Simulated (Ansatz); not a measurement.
MnPt2:

```xyz
3
Lattice="2.8584 0.0000 0.0000 -1.4292 2.4755 0.0000 0.0000 0.0000 6.5325" Properties=species:S:1:pos:R:3 pbc="T T T"
Pt    1.4292    0.8252    2.0656
Pt    0.0000    1.6503    4.4669
Mn    0.0000    0.0000    0.0000
```

The cell comes from a database or a generator and needn't be the stable form of this composition.

| Item | Value |
| --- | --- |
| Program | Ansatz 0.2.0 |
| Task | relaxation of cell and atoms |
| Functional | RPBE |
| Dispersion | D3(BJ) |
| Potentials or basis | Ansatz PAW |
| Cutoff | 420 eV (not typed: the program's choice for these potentials) |
| k mesh | 11 × 11 × 4 |
| Occupations | fermi-dirac, width 0.05 eV |
| Spin | collinear spin, ferromagnetic start |
| Starting moments | [0.0, 0.0, 4.0] μB |

At the start: volume 15.41 Å³/atom.

Task: Where does the relaxation end?

Result: It ends after 9 steps and the volume is 12.89 Å³/atom (-16.3 %); space group P-3m1 (No. 164, to 0.05 Å); moment 3.07 μB per cell.

The path:
```tsv
step	energy change (eV)	largest force (eV/Å)	volume (Å³)
1	0.0000	0.6359	46.22
2	-0.8034	0.8789	40.20
3	-0.9071	0.1398	38.55
4	-0.9082	0.0081	38.75
5	-0.9085	0.0047	38.65
6	-0.9084	0.0005	38.67
7	-0.9029	0.0000	38.67
8	-0.9029	0.0002	38.67
9	-0.9029	0.0002	38.67
```

Final structure:
```cif
data_structure
_symmetry_space_group_name_H-M 'P 1'
_symmetry_Int_Tables_number 1
_cell_length_a 2.6475
_cell_length_b 2.6475
_cell_length_c 6.3706
_cell_angle_alpha 90.000
_cell_angle_beta 90.000
_cell_angle_gamma 120.000
_cell_volume 38.67
loop_
_atom_site_label
_atom_site_type_symbol
_atom_site_fract_x
_atom_site_fract_y
_atom_site_fract_z
_atom_site_occupancy
Pt1 Pt 0.66667 0.33333 0.32137 1
Pt2 Pt 0.33333 0.66667 0.67863 1
Mn1 Mn 0.00000 0.00000 0.00000 1
```

Caveat: the volume moved by over 15 % at a fixed basis, so the end points are rough; the plane-wave basis is chosen anew once the cell has moved, so the energies of steps on either side of that aren't comparable; pairwise dispersion overbinds metals, which lowers pressure and volume; the PAW data sets come from PBE, with cores solved anew for the run's functional, which leaves a small shift of forces and pressure.
